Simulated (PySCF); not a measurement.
# [WO2F2]−: other functionals and bases at one geometry

Aim: see how levels, charges and forces of [WO2F2]− depend on the level of theory. The species was built from a template and needn't be a known compound.

The runs use PySCF 2.14.0; several levels, as the steps say, no spin–orbit coupling.

3 further runs of the same task are left out: 2 for a known fault of the program, 1 that didn't finish. Runs told in other sessions of the task aren't counted.

## Step 1: The system as given

5 atoms, charge -1, spin multiplicity 2.

Bond lengths: W1–O2 1.734 Å, W1–O3 1.734 Å, W1–F4 1.945 Å, W1–F5 1.945 Å. Angles: O2–W1–O3 112.6°, O2–W1–F4 115.1°, O2–W1–F5 115.1°, O3–W1–F4 115.1°, O3–W1–F5 115.1°, F4–W1–F5 80.4°.

As a file:

```xyz
5
F2O2W
W     0.00000    0.00000    0.19694
O     1.02011    1.02011    1.15925
O    -1.02011   -1.02011    1.15925
F     0.88763   -0.88763   -1.28842
F    -0.88763    0.88763   -1.28842
```

Formal oxidation states: W +5. An earlier session relaxed this geometry at PBE0, W def2-SVP with ECP60, O def2-SVP, F def2-SVP (doublet, point group C2v).

At PBE0 on the finer grid: E = -416.852101 Eh, HOMO -0.30 eV, LUMO 3.36 eV (over both spins), ⟨S²⟩ = 0.756, Mulliken charge on W1 +0.87 e, largest force component 0.069 eV/Å. 

Levels to run: M06-L; r2SCAN; BP86; TPSS; PBE0, TZVP; PBE0, x2c-SVP. Hardware: 2 threads of Arm Neoverse V1, shared host.

## Step 2: M06-L

The input, run.py (the lines that set the calculation):

```python
mol = gto.M(atom='''
W      0.00000     0.00000     0.19694
O      1.02011     1.02011     1.15925
O     -1.02011    -1.02011     1.15925
F      0.88763    -0.88763    -1.28842
F     -0.88763     0.88763    -1.28842''',
    basis={'W': 'def2-SVP', 'O': 'def2-SVP', 'F': 'def2-SVP'},
    ecp={'W': 'def2-SVP'},
    charge=-1, spin=1)
mf = dft.UKS(mol, xc='M06L')
mf.grids.atom_grid = (75, 302)
mf = mf.density_fit()  # fitting sets: W def2-universal-JKFIT, O def2-universal-JKFIT, F def2-universal-JKFIT
mf.conv_tol = 1e-08; mf.max_cycle = 55
mf.kernel(dm0)  # dm0: the density of the relaxed state
```

Command:

```bash
$ OMP_NUM_THREADS=2 python run.py
```

The log of the run:

```text
init E= -417.208169390543
  HOMO = 0.0341222078092  LUMO = 0.105236510318  gap/eV = 1.93512
cycle= 1 E= -417.212463374445  delta_E= -0.00429  |g|= 0.0301  |ddm|= 0.18
  HOMO = 0.0497003016505  LUMO = 0.119296344241  gap/eV = 1.89380
cycle= 2 E= -417.211339378636  delta_E= 0.00112  |g|= 0.057  |ddm|= 0.0965
  HOMO = 0.0420080318782  LUMO = 0.112437543437  gap/eV = 1.91648
cycle= 3 E= -417.212566365249  delta_E= -0.00123  |g|= 0.0291  |ddm|= 0.068
  HOMO = 0.0411394008684  LUMO = 0.111891004813  gap/eV = 1.92525
cycle= 4 E= -417.212891168574  delta_E= -0.000325  |g|= 0.00335  |ddm|= 0.0192
  HOMO = 0.0412324376692  LUMO = 0.112048920782  gap/eV = 1.92701
cycle= 5 E= -417.21289506574  delta_E= -3.9e-06  |g|= 0.00121  |ddm|= 0.00294
  HOMO = 0.0413496853888  LUMO = 0.112221198694  gap/eV = 1.92851
cycle= 6 E= -417.212895657964  delta_E= -5.92e-07  |g|= 8.38e-05  |ddm|= 0.000966
  HOMO = 0.0413637112469  LUMO = 0.112241294297  gap/eV = 1.92868
cycle= 7 E= -417.212895660986  delta_E= -3.02e-09  |g|= 5.73e-05  |ddm|= 0.000208
  HOMO = 0.0413571462194  LUMO = 0.112238055533  gap/eV = 1.92877
Extra cycle  E= -417.21289564798  delta_E= 1.3e-08  |g|= 0.000186  |ddm|= 0.000177
converged SCF energy = -417.21289564798  <S^2> = 0.75587291  2S+1 = 2.0058643
```

Run time: 6.3 s. Hardware: 2 threads of Arm Neoverse V1, shared host.

It gives: E = -417.212896 Eh, HOMO 1.13 eV, LUMO 3.05 eV (over both spins), ⟨S²⟩ = 0.756, Mulliken charge on W1 +1.01 e, largest force component 0.411 eV/Å. The highest filled level lies above zero; it isn't the detachment energy.

## Step 3: r2SCAN

run.py (the lines that set the calculation), as its differences from that of step 2:

```diff
@@ -9,3 +9,3 @@
     charge=-1, spin=1)
-mf = dft.UKS(mol, xc='M06L')
+mf = dft.UKS(mol, xc='R2SCAN')
 mf.grids.atom_grid = (75, 302)
```

Command:

```bash
$ OMP_NUM_THREADS=2 python run.py
```

The log of the run:

```text
init E= -417.106384050732
  HOMO = 0.0233056898651  LUMO = 0.0993639218361  gap/eV = 2.06965
cycle= 1 E= -417.107048287503  delta_E= -0.000664  |g|= 0.0487  |ddm|= 0.104
  HOMO = 0.0400906198309  LUMO = 0.115679990135  gap/eV = 2.05689
cycle= 2 E= -417.098175788306  delta_E= 0.00887  |g|= 0.152  |ddm|= 0.177
  HOMO = 0.0304438377591  LUMO = 0.106270162514  gap/eV = 2.06334
cycle= 3 E= -417.107970140162  delta_E= -0.00979  |g|= 0.0205  |ddm|= 0.123
  HOMO = 0.0287791576826  LUMO = 0.104618504098  gap/eV = 2.06369
cycle= 4 E= -417.10813539329  delta_E= -0.000165  |g|= 0.006  |ddm|= 0.0188
  HOMO = 0.0282625265902  LUMO = 0.10414698153  gap/eV = 2.06492
cycle= 5 E= -417.108147638482  delta_E= -1.22e-05  |g|= 0.00088  |ddm|= 0.00472
  HOMO = 0.0283126191333  LUMO = 0.104193389545  gap/eV = 2.06482
cycle= 6 E= -417.108148032489  delta_E= -3.94e-07  |g|= 0.000135  |ddm|= 0.00126
  HOMO = 0.0283037569896  LUMO = 0.104181468122  gap/eV = 2.06474
cycle= 7 E= -417.108148042924  delta_E= -1.04e-08  |g|= 5.23e-05  |ddm|= 0.00023
  HOMO = 0.0282992803171  LUMO = 0.104175983416  gap/eV = 2.06471
cycle= 8 E= -417.108148042432  delta_E= 4.92e-10  |g|= 6.62e-05  |ddm|= 7.39e-05
  HOMO = 0.0282970567303  LUMO = 0.104173581533  gap/eV = 2.06471
Extra cycle  E= -417.108148017512  delta_E= 2.49e-08  |g|= 0.000252  |ddm|= 0.000221
converged SCF energy = -417.108148017512  <S^2> = 0.75626288  2S+1 = 2.0062531
```

Wall time 6.7 s (2 threads of Arm Neoverse V1, shared host).

Read off: E = -417.108148 Eh, HOMO 0.77 eV, LUMO 2.83 eV (over both spins), ⟨S²⟩ = 0.756, Mulliken charge on W1 +0.82 e, largest force component 0.437 eV/Å. The highest filled level lies above zero; it isn't the detachment energy.

## Step 4: BP86

run.py (the lines that set the calculation), as its differences from that of step 3:

```diff
@@ -9,3 +9,3 @@
     charge=-1, spin=1)
-mf = dft.UKS(mol, xc='R2SCAN')
+mf = dft.UKS(mol, xc='B88,P86')
 mf.grids.atom_grid = (75, 302)
```

Command:

```bash
$ OMP_NUM_THREADS=2 python run.py
```

The log of the run:

```text
init E= -417.34446577129
  HOMO = 0.0330940300518  LUMO = 0.0820460755224  gap/eV = 1.33205
cycle= 1 E= -417.338608900533  delta_E= 0.00586  |g|= 0.171  |ddm|= 0.263
  HOMO = 0.0742118905858  LUMO = 0.117755277257  gap/eV = 1.18488
cycle= 2 E= -417.215651701629  delta_E= 0.123  |g|= 0.561  |ddm|= 0.654
  HOMO = 0.0439077186116  LUMO = 0.0901521384749  gap/eV = 1.25837
cycle= 3 E= -417.348385617225  delta_E= -0.133  |g|= 0.0786  |ddm|=  0.5
  HOMO = 0.0424313459787  LUMO = 0.0886152263762  gap/eV = 1.25673
cycle= 4 E= -417.350807895732  delta_E= -0.00242  |g|= 0.0108  |ddm|= 0.0585
  HOMO = 0.0406860005548  LUMO = 0.0869966571011  gap/eV = 1.26018
cycle= 5 E= -417.350830286788  delta_E= -2.24e-05  |g|= 0.00589  |ddm|= 0.0151
  HOMO = 0.0415891337913  LUMO = 0.0879087788999  gap/eV = 1.26042
cycle= 6 E= -417.350847043079  delta_E= -1.68e-05  |g|= 0.000445  |ddm|= 0.00709
  HOMO = 0.041609365994  LUMO = 0.0879294846859  gap/eV = 1.26043
cycle= 7 E= -417.350847122562  delta_E= -7.95e-08  |g|= 0.00013  |ddm|= 0.000374
  HOMO = 0.0416143357979  LUMO = 0.0879332133218  gap/eV = 1.26040
cycle= 8 E= -417.350847114065  delta_E= 8.5e-09  |g|= 0.000202  |ddm|= 0.000215
  HOMO = 0.041616437803  LUMO = 0.0879343556136  gap/eV = 1.26037
cycle= 9 E= -417.350847130989  delta_E= -1.69e-08  |g|= 2.98e-05  |ddm|= 0.000154
  HOMO = 0.0416160268953  LUMO = 0.0879325479241  gap/eV = 1.26034
cycle= 10 E= -417.350847131532  delta_E= -5.43e-10  |g|= 8.93e-06  |ddm|= 4.07e-05
  HOMO = 0.0416149533841  LUMO = 0.0879307582884  gap/eV = 1.26032
Extra cycle  E= -417.350847131104  delta_E= 4.28e-10  |g|= 3.42e-05  |ddm|= 3.03e-05
converged SCF energy = -417.350847131104  <S^2> = 0.75337825  2S+1 = 2.0033754
```

Wall time 4.8 s (2 threads of Arm Neoverse V1, shared host).

It gives: E = -417.350847 Eh, HOMO 1.13 eV, LUMO 2.39 eV (over both spins), ⟨S²⟩ = 0.753, Mulliken charge on W1 +0.61 e, largest force component 0.839 eV/Å. The highest filled level lies above zero; it isn't the detachment energy.

## Step 5: TPSS

run.py (the lines that set the calculation), as its differences from that of step 4:

```diff
@@ -9,3 +9,3 @@
     charge=-1, spin=1)
-mf = dft.UKS(mol, xc='B88,P86')
+mf = dft.UKS(mol, xc='TPSS')
 mf.grids.atom_grid = (75, 302)
```

Command:

```bash
$ OMP_NUM_THREADS=2 python run.py
```

The log of the run:

```text
init E= -417.262935600957
  HOMO = 0.0353280709122  LUMO = 0.0931691765741  gap/eV = 1.57394
cycle= 1 E= -417.263556979966  delta_E= -0.000621  |g|= 0.0828  |ddm|= 0.168
  HOMO = 0.0584869314112  LUMO = 0.112893454007  gap/eV = 1.48048
cycle= 2 E= -417.238280172342  delta_E= 0.0253  |g|= 0.258  |ddm|= 0.313
  HOMO = 0.0431010617648  LUMO = 0.0986900275435  gap/eV = 1.51265
cycle= 3 E= -417.265792489331  delta_E= -0.0275  |g|= 0.0448  |ddm|= 0.227
  HOMO = 0.0421956523713  LUMO = 0.0977428337005  gap/eV = 1.51152
cycle= 4 E= -417.26658700608  delta_E= -0.000795  |g|= 0.00712  |ddm|= 0.0338
  HOMO = 0.0410448308378  LUMO = 0.0966293186846  gap/eV = 1.51253
cycle= 5 E= -417.266605476895  delta_E= -1.85e-05  |g|= 0.00161  |ddm|= 0.00921
  HOMO = 0.0412920243998  LUMO = 0.0968118136274  gap/eV = 1.51077
cycle= 6 E= -417.266606783781  delta_E= -1.31e-06  |g|= 0.000238  |ddm|= 0.00221
  HOMO = 0.041298588774  LUMO = 0.0967973199029  gap/eV = 1.51020
cycle= 7 E= -417.266606819556  delta_E= -3.58e-08  |g|= 7.12e-05  |ddm|= 0.000317
  HOMO = 0.0412987329928  LUMO = 0.0967875353378  gap/eV = 1.50993
cycle= 8 E= -417.266606820355  delta_E= -7.99e-10  |g|= 0.000104  |ddm|= 0.000167
  HOMO = 0.0412981002839  LUMO = 0.0967851513383  gap/eV = 1.50988
cycle= 9 E= -417.266606824168  delta_E= -3.81e-09  |g|= 4.7e-05  |ddm|= 0.0001
  HOMO = 0.0412962593228  LUMO = 0.0967825169179  gap/eV = 1.50986
Extra cycle  E= -417.266606811861  delta_E= 1.23e-08  |g|= 0.000179  |ddm|= 0.000157
converged SCF energy = -417.266606811861  <S^2> = 0.7539563  2S+1 = 2.0039524
```

Wall time 7.3 s (2 threads of Arm Neoverse V1, shared host).

It gives: E = -417.266607 Eh, HOMO 1.12 eV, LUMO 2.63 eV (over both spins), ⟨S²⟩ = 0.754, Mulliken charge on W1 +0.73 e, largest force component 0.892 eV/Å. The highest filled level lies above zero; it isn't the detachment energy.

## Step 6: PBE0, TZVP

Basis: W def2-TZVP with ECP60, O def2-TZVP, F def2-TZVP. 

The input, run.py (the lines that set the calculation):

```python
mol = gto.M(atom='''
W      0.00000     0.00000     0.19694
O      1.02011     1.02011     1.15925
O     -1.02011    -1.02011     1.15925
F      0.88763    -0.88763    -1.28842
F     -0.88763     0.88763    -1.28842''',
    basis={'W': 'def2-TZVP', 'O': 'def2-TZVP', 'F': 'def2-TZVP'},
    ecp={'W': 'def2-TZVP'},
    charge=-1, spin=1)
mf = dft.UKS(mol, xc='PBE0')
mf.grids.atom_grid = (75, 302)
mf = mf.density_fit()  # fitting sets: W def2-universal-JKFIT, O def2-universal-JKFIT, F def2-universal-JKFIT
mf.conv_tol = 1e-08; mf.max_cycle = 55
mf.kernel(dm0)  # dm0: free metal ions and neutral atoms
```

Command:

```bash
$ OMP_NUM_THREADS=2 python run.py
```

The log of the run:

```text
init E= -437.053009489998
  HOMO = 0.172093202277  LUMO = 0.175881927191  gap/eV = 0.10310
cycle= 1 E= -408.901390535934  delta_E= 28.2  |g|= 4.83  |ddm|= 3.79
  HOMO = 0.00910135175125  LUMO = 0.0126566792679  gap/eV = 0.09675
cycle= 2 E= -394.241519650464  delta_E= 14.7  |g|= 6.97  |ddm|= 6.87
  HOMO = -0.0412400368441  LUMO = -0.0175428480746  gap/eV = 0.64483
cycle= 3 E= -414.51877261898  delta_E= -20.3  |g|= 2.87  |ddm|= 5.71
  HOMO = 0.112578842416  LUMO = 0.114178740379  gap/eV = 0.04354
cycle= 4 E= -411.232374921965  delta_E= 3.29  |g|=  3.7  |ddm|= 3.07
  HOMO = 0.0961276056345  LUMO = 0.154058926344  gap/eV = 1.57639
cycle= 5 E= -417.075427960834  delta_E= -5.84  |g|= 0.666  |ddm|= 2.68
  HOMO = -0.0711510025202  LUMO = 0.0222266614441  gap/eV = 2.54094
cycle= 6 E= -417.243277697418  delta_E= -0.168  |g|= 0.385  |ddm|= 1.38
  HOMO = -0.0153175708747  LUMO = 0.109911368396  gap/eV = 3.40765
cycle= 7 E= -417.304292590285  delta_E= -0.061  |g|= 0.0855  |ddm|= 0.253
  HOMO = -0.0183588874322  LUMO = 0.115556108686  gap/eV = 3.64401
cycle= 8 E= -417.30741117646  delta_E= -0.00312  |g|= 0.0185  |ddm|= 0.0805
  HOMO = -0.017581265788  LUMO = 0.117797015394  gap/eV = 3.68383
cycle= 9 E= -417.307588089309  delta_E= -0.000177  |g|= 0.00339  |ddm|= 0.0245
  HOMO = -0.0175175447356  LUMO = 0.118153369449  gap/eV = 3.69179
cycle= 10 E= -417.307597449358  delta_E= -9.36e-06  |g|= 0.00129  |ddm|= 0.00573
  HOMO = -0.0175262428014  LUMO = 0.118455676619  gap/eV = 3.70026
cycle= 11 E= -417.307600504332  delta_E= -3.05e-06  |g|= 0.000554  |ddm|= 0.00412
  HOMO = -0.0175722586937  LUMO = 0.118535024771  gap/eV = 3.70367
cycle= 12 E= -417.307601123845  delta_E= -6.2e-07  |g|= 0.000234  |ddm|= 0.00163
  HOMO = -0.0175880492185  LUMO = 0.118528412911  gap/eV = 3.70392
cycle= 13 E= -417.307601226397  delta_E= -1.03e-07  |g|= 8.4e-05  |ddm|= 0.000597
  HOMO = -0.0175855571757  LUMO = 0.118535542428  gap/eV = 3.70404
cycle= 14 E= -417.307601233998  delta_E= -7.6e-09  |g|= 1.92e-05  |ddm|= 0.000197
  HOMO = -0.0175901693212  LUMO = 0.118529302466  gap/eV = 3.70400
Extra cycle  E= -417.307601233893  delta_E= 1.05e-10  |g|= 3.78e-05  |ddm|= 4.78e-05
converged SCF energy = -417.307601233893  <S^2> = 0.75655712  2S+1 = 2.0065464
```

Run time: 14 s. Hardware: 2 threads of Arm Neoverse V1, shared host.

It gives: E = -417.307601 Eh, HOMO -0.48 eV, LUMO 3.23 eV (over both spins), ⟨S²⟩ = 0.757, Mulliken charge on W1 +1.26 e, largest force component 0.141 eV/Å. 

## Step 7: PBE0, x2c-SVP

Basis: W x2c-SVPall, O x2c-SVPall, F x2c-SVPall. All electrons are treated, with the spin-free X2C Hamiltonian.

The input, run.py (the lines that set the calculation):

```python
mol = gto.M(atom='''
W      0.00000     0.00000     0.19694
O      1.02011     1.02011     1.15925
O     -1.02011    -1.02011     1.15925
F      0.88763    -0.88763    -1.28842
F     -0.88763     0.88763    -1.28842''',
    basis={'W': 'x2c-SVPall', 'O': 'x2c-SVPall', 'F': 'x2c-SVPall'},
    nucmod='G',
    charge=-1, spin=1)
mf = dft.UKS(mol, xc='PBE0')
mf.grids.atom_grid = (99, 590)
mf = mf.density_fit()  # fitting sets: W AutoAux, O AutoAux, F AutoAux
mf = mf.sfx2c1e()
mf.conv_tol = 1e-08; mf.max_cycle = 55
mf.kernel(dm0)  # dm0: free metal ions and neutral atoms
```

Command:

```bash
$ OMP_NUM_THREADS=2 python run.py
```

The log of the run:

```text
init E= -16513.2721520078
  HOMO = 0.182578799878  LUMO = 0.185189279416  gap/eV = 0.07103
cycle= 1 E= -16483.4137487602  delta_E= 29.9  |g|=  4.8  |ddm|=  5.1
  HOMO = 0.139563725365  LUMO = 0.141355875259  gap/eV = 0.04877
cycle= 2 E= -16427.1110667154  delta_E= 56.3  |g|= 17.7  |ddm|= 8.21
  HOMO = -0.0649102023265  LUMO = -0.0636660709379  gap/eV = 0.03385
cycle= 3 E= -16485.9532014737  delta_E= -58.8  |g|= 3.74  |ddm|= 5.28
  HOMO = -0.00155308825664  LUMO = 0.0136543398895  gap/eV = 0.41382
cycle= 4 E= -16492.6131702514  delta_E= -6.66  |g|= 0.578  |ddm|= 4.03
  HOMO = -0.034211224773  LUMO = 0.0629230520537  gap/eV = 2.64316
cycle= 5 E= -16492.0806425945  delta_E= 0.533  |g|=  1.3  |ddm|= 1.14
  HOMO = -0.00533361790182  LUMO = 0.113544684228  gap/eV = 3.23484
cycle= 6 E= -16492.7106496229  delta_E= -0.63  |g|= 0.149  |ddm|= 0.896
  HOMO = -0.0266210861968  LUMO = 0.102774095559  gap/eV = 3.52102
cycle= 7 E= -16492.7203191334  delta_E= -0.00967  |g|= 0.0312  |ddm|= 0.15
  HOMO = -0.0228686842042  LUMO = 0.110035049527  gap/eV = 3.61649
cycle= 8 E= -16492.720782561  delta_E= -0.000463  |g|= 0.00934  |ddm|= 0.0287
  HOMO = -0.0235539662496  LUMO = 0.110525011291  gap/eV = 3.64847
cycle= 9 E= -16492.7208485639  delta_E= -6.6e-05  |g|= 0.00219  |ddm|= 0.0132
  HOMO = -0.0238147630277  LUMO = 0.110809643143  gap/eV = 3.66332
cycle= 10 E= -16492.7208623606  delta_E= -1.38e-05  |g|= 0.000974  |ddm|= 0.00757
  HOMO = -0.0238246213712  LUMO = 0.110989327231  gap/eV = 3.66847
cycle= 11 E= -16492.7208653216  delta_E= -2.96e-06  |g|= 0.000399  |ddm|= 0.00399
  HOMO = -0.0238862211715  LUMO = 0.1109369378  gap/eV = 3.66873
cycle= 12 E= -16492.720865541  delta_E= -2.19e-07  |g|= 0.000142  |ddm|= 0.000919
  HOMO = -0.023856216279  LUMO = 0.110965498834  gap/eV = 3.66869
cycle= 13 E= -16492.7208655727  delta_E= -3.17e-08  |g|= 5.71e-05  |ddm|= 0.000425
  HOMO = -0.023863549682  LUMO = 0.110957610931  gap/eV = 3.66867
cycle= 14 E= -16492.7208655765  delta_E= -3.83e-09  |g|= 7.31e-06  |ddm|= 0.000157
  HOMO = -0.0238647236183  LUMO = 0.11095752451  gap/eV = 3.66870
Extra cycle  E= -16492.7208655766  delta_E= -3.64e-11  |g|= 1.1e-05  |ddm|= 2.26e-05
converged SCF energy = -16492.7208655766  <S^2> = 0.75579105  2S+1 = 2.0057827
```

Wall time 30 s (2 threads of Arm Neoverse V1, shared host).

Read off: E = -16492.720866 Eh, HOMO -0.65 eV, LUMO 3.02 eV (over both spins), ⟨S²⟩ = 0.756, Mulliken charge on W1 +0.80 e, largest force component 0.614 eV/Å. 

## Step 8: Results

| level | state | HOMO (eV) | gap (eV) | charge on W1 (e) | dipole (D) | largest force component (eV/Å) | basis functions | time |
| --- | --- | --- | --- | --- | --- | --- | --- | --- |
| PBE0 (relaxed here) | doublet | -0.30 | 3.66 | 0.87 | 0.32 | 0.07 | 88 | 15 s |
| M06-L | doublet | 1.13 | 1.93 | 1.01 | 0.24 | 0.41 | 88 | 6.3 s |
| r2SCAN | doublet | 0.77 | 2.06 | 0.82 | 0.36 | 0.44 | 88 | 6.7 s |
| BP86 | doublet | 1.13 | 1.26 | 0.61 | 0.48 | 0.84 | 88 | 4.8 s |
| TPSS | doublet | 1.12 | 1.51 | 0.73 | 0.46 | 0.89 | 88 | 7.3 s |
| PBE0, TZVP | doublet | -0.48 | 3.70 | 1.26 | 0.29 | 0.14 | 164 | 14 s |
| PBE0, x2c-SVP | doublet | -0.65 | 3.67 | 0.80 | 0.28 | 0.61 | 122 | 30 s |

Times are on 2 threads of Arm Neoverse V1, shared host; the first row also made further properties. The dipole of a charged species depends on the origin, so these sizes hold for this origin alone.

In one basis the HOMO–LUMO gap runs from 1.26 eV (BP86) to 3.66 eV (PBE0). The largest leftover force, 0.89 eV/Å with TPSS, stands at a geometry relaxed at another level. The Mulliken charge on W spans +0.61 to +1.26 e over the levels. Total energies of different levels can't be compared. Spin–orbit coupling is left out throughout.
